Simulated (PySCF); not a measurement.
# CaSb (quartet) with other numerical set-ups

The method stays; parts of the set-up, such as the basis or the Hamiltonian, are changed.

Program: PySCF 2.14.0. Level of theory: each script names its method and basis. These are calculated values, not measurements.

6 further runs of the same task are left out: 2 for a known fault of the program, 4 that didn't finish.

## 1. Starting geometry

CaSb (quartet): 2 atoms, charge 0, spin multiplicity 4.

No contacts short enough for the rule that draws bonds.

## 2. The run that the others are compared with

File input.py:

```python
from pyscf import gto, scf, mp

mol = gto.M(
    atom='Ca 0 0 0; Sb 0 0 3.398',
    basis='def2-svp',
    ecp={'Sb': 'def2-svp'},
    charge=0,
    spin=3,
    symmetry=True,
    verbose=4,
)
mf = scf.UHF(mol)
mf.kernel()
mp.MP2(mf, frozen=9).kernel()
mf.dip_moment()
print('orbital energies (hartree):', [e[max(0, n-3):n+3].round(4) for e, n in zip(mf.mo_energy, mol.nelec)])
```

The run is started by

```bash
$ OMP_NUM_THREADS=1 python input.py
```

The log of this run is left out.

In short: E(SCF) = -915.947937 Eh, E(MP2) − E(SCF) = -0.18551 Eh, ⟨S²⟩ = 3.789, μ = 4.94 D (of the SCF density).

The bond length is a typed value, not an optimised one. The quartet is typed in the script; nothing here shows that it is the ground state.

## 3. Sto-3g (core potential off)

Variant 1 changes basis set: def2-svp → sto-3g; core potential: on → off; frozen orbitals: 9 → 23. The core potential changes with it: totals don't compare.

File input.py:

```python
from pyscf import gto, scf, mp

mol = gto.M(
    atom='Ca 0 0 0; Sb 0 0 3.398',
    basis='sto-3g',
    charge=0,
    spin=3,
    symmetry=True,
    verbose=4,
)
mf = scf.UHF(mol)
mf.kernel()
mp.MP2(mf, frozen=23).kernel()
mf.dip_moment()
print('orbital energies (hartree):', [e[max(0, n-3):n+3].round(4) for e, n in zip(mf.mo_energy, mol.nelec)])
```

The run is started by

```bash
$ OMP_NUM_THREADS=1 python input.py
```

## 4. Cartesian functions on

Variant 2 changes Cartesian functions: off → on.

Changes to input.py since step 2:

```diff
@@ -9,2 +9,3 @@
     symmetry=True,
+    cart=True,
     verbose=4,
```

## 5. Crenbl

Variant 3 changes basis set: def2-svp → crenbl; frozen orbitals: 9 → none. The core potential changes with it: totals don't compare.

Changes to input.py since step 2:

```diff
@@ -4,4 +4,4 @@
     atom='Ca 0 0 0; Sb 0 0 3.398',
-    basis='def2-svp',
-    ecp={'Sb': 'def2-svp'},
+    basis='crenbl',
+    ecp={'Ca': 'crenbl', 'Sb': 'crenbl'},
     charge=0,
@@ -13,3 +13,3 @@
 mf.kernel()
-mp.MP2(mf, frozen=9).kernel()
+mp.MP2(mf).kernel()
 mf.dip_moment()
```

What does the calculation give? Wanted: for each run, E(SCF); from base; gap, α spin; SCF dipole; after the SCF.

As calculated:

```csv
run,E(SCF) (hartree),from base (eV),cycles,"gap, α spin (eV)",SCF dipole (D),functions,after the SCF
base,-915.947937,0,16,7.31,4.94,50,"MP2 correlation -5.048 eV, core frozen"
sto-3g (core potential off),-6921.364606,not comparable,10,9.29,0.70,40,"MP2 correlation -0.458 eV, core frozen"
Cartesian functions on,-915.949240,-0.0354,16,7.29,4.82,54,"MP2 correlation -5.212 eV, core frozen"
crenbl,-116.889270,not comparable,12,8.13,3.79,49,MP2 correlation -6.798 eV
```

Total energies from different bases, Hamiltonians or methods carry different errors, so properties are taken as differences within one set-up.
